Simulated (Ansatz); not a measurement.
**PtSe2: an axial (c/a) deformation path**

An exercise on one series of results from a longer session: the logs are not shown, and one member is left open.

The COD entry's cell or inner coordinates are ideal or old and differ from later refinements, so a difference from it is no clean test against experiment.

Program: Ansatz 0.2.0. Level of theory: DFT PBEsol, scalar-relativistic, plane waves, PAW. These are calculated values, not measurements.

**The structure to begin with**

Symmetry: P-3m1, No. 164, trigonal system. The conventional cell has a = 3.724 Å, b = 3.724 Å, c = 5.062 Å, α = 90.00°, β = 90.00°, γ = 120.00°. Around Pt (site symmetry -3m) lie 6 Se at 2.49 Å. Around Se (site symmetry 3m) lie 3 Pt at 2.49 Å.

Coordinates:

```cif
data_structure
_symmetry_space_group_name_H-M 'P 1'
_symmetry_Int_Tables_number 1
_cell_length_a 3.7240
_cell_length_b 3.7240
_cell_length_c 5.0620
_cell_angle_alpha 90.000
_cell_angle_beta 90.000
_cell_angle_gamma 120.000
_cell_volume 60.80
loop_
_atom_site_label
_atom_site_type_symbol
_atom_site_fract_x
_atom_site_fract_y
_atom_site_fract_z
_atom_site_occupancy
Pt1 Pt 0.00000 0.00000 0.00000 1
Se1 Se 0.33333 0.66667 0.25000 1
Se2 Se 0.66667 0.33333 0.75000 1
```

No relaxation comes first: the listed cell is the starting point.

**The reference cell**

Reference values: F = -23233.4543 eV; pressure 2.13 GPa; largest force 0.308 eV/Å; gap on the mesh none (metal). It was computed beforehand with the settings of the runs below.

The first run:

At fixed volume and fractional coordinates, lengths along (0.000, 0.000, 1.000) are scaled against those across it; ρ is that ratio over its starting value.

input.yaml

```yaml
crystal:
  lattice:
    - [3.9313052612, 0.0, 0.0]
    - [-1.9656526306, 3.4046102262, 0.0]
    - [0.0, 0.0, 4.5422192269]
  atoms:
    - { symbol: Pt, position: [0.0, 0.0, 0.0] }
    - { symbol: Se, position: [0.3333333333, 0.6666666667, 0.25] }
    - { symbol: Se, position: [0.6666666667, 0.3333333333, 0.75] }
basis:
  ecutwfc: 420
kpoints:
  mp_grid: { grid: [18, 18, 10] }
hamiltonian:
  xc: pbesol
scf:
  occupations: { method: gaussian, width: 0.15 }
output:
  forces: true
  stress: true
  eigenvalues: true
```

Command:

```bash
> ansatz run input.yaml --threads 1 --pin off --max-ram 2560MiB --backend cpu --events-out ev --progress --plain --runs-dir out
```

Among the steps run: Point ρ = 0.850; ρ = 1.200; Point ρ = 0.920; ρ = 1.100; ρ = 0.960; Point ρ = 1.050; At ρ = 0.800; Point ρ = 1.300.

One of the session's tables, all rows but one given; the rest of the session is left out.

Collected from the runs (energy zero: the undisturbed cell):

| ρ | ΔE (meV/atom) | pressure (GPa) |
| --- | --- | --- |
| 0.800 | 98.1 | -5.2 |
| 0.850 | 46.5 | -3.3 |
| 0.920 | 6.8 | -0.7 |
| 0.960 | -1.1 | 0.8 |
| 1.000 | 0.0 | 2.1 |
| 1.050 | ? | ? |
| 1.100 | 33.7 | 5.0 |
| 1.200 | 98.7 | 7.0 |
| 1.300 | 184.3 | 8.1 |

Estimate the missing values for ρ = 1.050.

Worked estimate for «ΔE (meV/atom)». A straight line through the neighbours (1.000, 0.0) and (1.100, 33.7) gives 0.0 + (33.7 − 0.0) × (1.050 − 1.000) / (1.100 − 1.000) = 16.9; a parabola fitted to 4 rows on both sides gives 12.8.

**Answer.** ΔE (meV/atom): 12.0; pressure (GPa): 3.7. In «ΔE (meV/atom)» the line misses by +4.9 and the parabola by +0.8.

Limits of these values: Layers here are held mostly by dispersion, which this level lacks, so their spacing and the stiffness across them are unreliable there.
